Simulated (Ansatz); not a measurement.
# C₂H₈SSi₂: one species, many methods

The task here is to estimate one member of a computed series from the others.

Method: functionals in def2-TZVPP, the program's frozen cores in correlated methods; program: Ansatz 0.2.0, Gaussian basis.

The runs, in order: PBE-D4, r2SCAN-D4, PBE0-D4, B3LYP-D4, ωB97X-V, ωB97M-V, B2PLYP; CCSD(T)/def2-TZVPP; MP2/def2-QZVPP; extrapolation to the limit.

### The relaxed structure

An earlier PBE0-D4 in a triple-zeta def2 set relaxation fixed the geometry.

13 atoms, charge 0, spin multiplicity 1.

Atoms are counted from 1 here; the program's logs count them from 0.

Bond lengths: C1–S2 1.797 Å, C1–H6 1.091 Å, C1–H7 1.091 Å, C1–H8 1.092 Å, S2–C3 1.779 Å, C3–Si4 1.910 Å, C3–Si5 1.910 Å, C3–H9 1.090 Å, Si4–Si5 2.242 Å, Si4–H10 1.480 Å, Si4–H11 1.484 Å, Si5–H12 1.483 Å, Si5–H13 1.479 Å. Angles: S2–C1–H6 111.0°, S2–C1–H7 107.0°, S2–C1–H8 110.9°, H6–C1–H7 109.0°, H6–C1–H8 109.8°, H7–C1–H8 109.0°, C1–S2–C3 102.1°, S2–C3–Si4 114.1°, S2–C3–Si5 110.8°, S2–C3–H9 115.0°, Si4–C3–Si5 71.9°, Si4–C3–H9 120.0°, Si5–C3–H9 118.0°, C3–Si4–Si5 54.0°, C3–Si4–H10 115.2°, C3–Si4–H11 116.5°, Si5–Si4–H10 124.4°, Si5–Si4–H11 119.3° and more.

Geometry (Å):

```mol
C2H8SSi2
  3D, bonds by distance, orders not assigned

 13 13  0  0  0  0  0  0  0  0999 V2000
   -1.7463   -1.4600   -0.0628 C   0  0
   -0.5417   -0.8851    1.1409 S   0  0
   -0.0416    0.6771    0.4527 C   0  0
    0.9845    0.5284   -1.1515 Si  0  0
    1.7820    1.0518    0.8780 Si  0  0
   -2.6041   -0.7878   -0.1103 H   0  0
   -2.0833   -2.4440    0.2674 H   0  0
   -1.2943   -1.5536   -1.0527 H   0  0
   -0.7686    1.4816    0.5613 H   0  0
    1.0328   -0.8262   -1.7450 H   0  0
    0.8007    1.6028   -2.1584 H   0  0
    2.0630    2.4741    1.1875 H   0  0
    2.4376    0.1063    1.8076 H   0  0
  1  2  8  0
  2  3  8  0
  3  4  8  0
  4  5  8  0
  1  6  8  0
  1  7  8  0
  1  8  8  0
  3  9  8  0
  4 10  8  0
  4 11  8  0
  5 12  8  0
  5 13  8  0
  3  5  8  0
M  END
```

Set-up of the first run:

in.yaml

```yaml
crystal:
  periodic: [false, false, false]
  atoms:
    - {symbol: C, position_ang: [-1.746304, -1.460002, -0.062776]}
    - {symbol: S, position_ang: [-0.541694, -0.885075, 1.140934]}
    - {symbol: C, position_ang: [-0.041643, 0.677126, 0.452710]}
    - {symbol: Si, position_ang: [0.984498, 0.528379, -1.151510]}
    - {symbol: Si, position_ang: [1.781998, 1.051757, 0.877990]}
    - {symbol: H, position_ang: [-2.604144, -0.787781, -0.110280]}
    - {symbol: H, position_ang: [-2.083349, -2.444012, 0.267411]}
    - {symbol: H, position_ang: [-1.294269, -1.553624, -1.052697]}
    - {symbol: H, position_ang: [-0.768602, 1.481576, 0.561329]}
    - {symbol: H, position_ang: [1.032759, -0.826174, -1.745015]}
    - {symbol: H, position_ang: [0.800664, 1.602785, -2.158381]}
    - {symbol: H, position_ang: [2.062967, 2.474127, 1.187528]}
    - {symbol: H, position_ang: [2.437620, 0.106318, 1.807556]}
basis:
  gaussian: {orbitals: def2-TZVPP}
hamiltonian: {xc: pbe, dispersion: d4}
output: {forces: true, orbitals: {seedname: orbitals}}
```

Run with:

```bash
ansatz run in.yaml --threads 4 --pin off --events-out ev --progress --plain --max-ram 10444MiB
```

Among the steps run: PBE-D4 (GGA); r2SCAN-D4 (meta-GGA); PBE0-D4 (hybrid); B3LYP-D4 (hybrid); ωB97X-V (range-separated); ωB97M-V (range-separated); B2PLYP (double hybrid); CCSD(T) in def2-TZVPP; MP2 in def2-QZVPP.

One of the session's tables, all rows but one given; the rest of the session is left out.

| method | atomisation energy (eV) |
| --- | --- |
| PBE-D4 | 45.499 |
| r2SCAN-D4 | 45.155 |
| PBE0-D4 | 45.062 |
| B3LYP-D4 | ? |
| ωB97X-V | 45.279 |
| ωB97M-V | 45.117 |
| B2PLYP | 44.215 |
| HF/def2-TZVPP | 32.861 |
| MP2/def2-TZVPP | 44.009 |
| CCSD/def2-TZVPP | 43.050 |
| CCSD(T)/def2-TZVPP | 43.717 |
| MP2/CBS | 45.259 |
| CCSD(T)/CBS | 44.967 |

Estimate the missing values for B3LYP-D4.

**Answer.** atomisation energy (eV): 44.836. In the column «atomisation energy (eV)» it lies between B2PLYP (44.215) and CCSD(T)/CBS (44.967).

Limits of these values: Free atoms (2 C, 1 S, 2 Si, 8 H) were run apart at each level; the atomisation energy is their sum less the molecule, without zero-point or spin-orbit terms.
